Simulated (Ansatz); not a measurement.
Crystal: CsSrMg6.

```
Cs Sr Mg
1.0
     5.22269    0.00000    0.00000
     0.00000    3.61723    7.06041
     0.00000   -3.61723    7.06041
Cs Sr Mg
1 1 6
Cartesian
  2.6113 0.0000 2.5326
  2.6113 0.0000 9.4681
  0.0000 0.0000 12.1129
  0.0000 0.0000 5.1472
  0.0000 -1.6970 7.6396
  0.0000 1.6970 7.6396
  2.6113 -1.8563 5.9716
  2.6113 1.8563 5.9716
```

The cell comes from a database or a generator and needn't be the stable form of this composition.

- Program: Ansatz 0.2.0
- Task: single point
- Functional: PBE
- Potentials or basis: Ansatz PAW
- Cutoff: 420 eV (not typed: the program's choice for these potentials)
- k mesh: 5 × 4 × 4
- Occupations: fermi-dirac, width 0.05 eV
- Spin: no spin polarisation

On this cell: pressure 0.0 GPa; largest force 0.037 eV/Å; band gap on the k mesh none (metal or under the smearing width).

The same run follows on a disturbed copy (atoms moved at random, drawn with an rms of 0.05 Å):

```
Cs Sr Mg
1.0
     5.22269    0.00000    0.00000
     0.00000    3.61723    7.06041
     0.00000   -3.61723    7.06041
Cs Sr Mg
1 1 6
Direct
  0.49477 0.16601 0.18634
  0.50188 0.67766 0.66670
  0.99950 0.86228 0.85088
  0.00194 0.36613 0.36532
  0.99672 0.31188 0.77217
  0.99167 0.76650 0.30933
  0.49381 0.16272 0.68623
  0.48813 0.67898 0.16368
```

Q: What does the disturbed cell give?

A: The energy (extrapolated to zero smearing) moves by +3.4 meV/atom; pressure 0.1 GPa; largest force 0.222 eV/Å; band gap on the k mesh none (metal or under the smearing width).

Forces in eV/Å, atoms in the order of the input:
```
Cs   0.009  0.195  0.107
Sr  -0.065 -0.204  0.008
Mg  -0.047 -0.026  0.056
Mg  -0.079 -0.052 -0.139
Mg  -0.009 -0.063  0.014
Mg   0.015  0.109  0.043
Mg   0.067  0.043 -0.032
Mg   0.109 -0.003 -0.056
```

Stress tensor (GPa, compression positive):
```
-0.29  0.00 -0.10
 0.00  0.07  0.14
-0.10  0.14  0.41
```
